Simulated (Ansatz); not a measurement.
Working through a ladder of methods at one geometry of H₅SiSn, SMILES [SiH3][SnH2]

With Ansatz's Python interface.

Run as a notebook:

```python
import ansatz as az
```

```python
molecule = (
    az.Crystal.molecule()
    .atom('Si', [-0.6581, -0.6843, -0.4765])
    .atom('Sn', [0.9796, 0.4341, 1.0302])
    .atom('H', [-1.9698, -0.9164, 0.2532])
    .atom('H', [-0.0849, -1.8871, -1.02])
    .atom('H', [-1.0086, 0.2624, -1.6211])
    .atom('H', [0.3299, 1.9516, 1.6556])
    .atom('H', [2.4733, 0.7717, 0.133])
)
```

```python
calc = molecule.calculation()
calc = calc.basis(gaussian='def2-SVP')
calc = calc.spin('collinear', total=1)
```

```python
methods = ['mp2', 'ccsd', 'ccsd_t']
reports = [calc.correlation(m).run(threads=1).report for m in methods]
print(f'Hartree-Fock reference {reports[0]["reference_energy_ev"] / 27.211386246:.6f} Ha')
best = reports[-1]['free_energy_ev'] - reports[-1]['reference_energy_ev']
for method, each in zip(methods, reports):
    gained = each['free_energy_ev'] - each['reference_energy_ev']
    print(f'{method:8s} total {each["free_energy_ev"] / 27.211386246:.6f} Ha  correlation {gained:9.4f} eV  ({100 * gained / best:.1f} % of the last)')
```

    Hartree-Fock reference -505.051208 Ha
    mp2      total -505.257718 Ha  correlation   -5.6194 eV  (80.0 % of the last)
    ccsd     total -505.302756 Ha  correlation   -6.8450 eV  (97.5 % of the last)
    ccsd_t   total -505.309321 Ha  correlation   -7.0236 eV  (100.0 % of the last)

Notes:
- Total energies depend on the basis set; only differences at equal settings carry meaning.
- The geometry is a force-field or estimated start, not a minimum of this method, and the basis set is short of its limit. A lower total doesn't mark the better method: functionals have no common bound, and MP2 and coupled cluster aren't variational.
- def2 sets replace the cores of elements past krypton by effective core potentials.
- The run takes the species as open-shell (spin multiplicity 2), which needn't be its ground state.
- Inner cores stay frozen; a filled d shell under the valence of the heavier atoms is correlated with it.
- Finished in 14 s on 1 thread of Arm Neoverse V2, with other jobs on the host, peak memory 0.37 GiB.
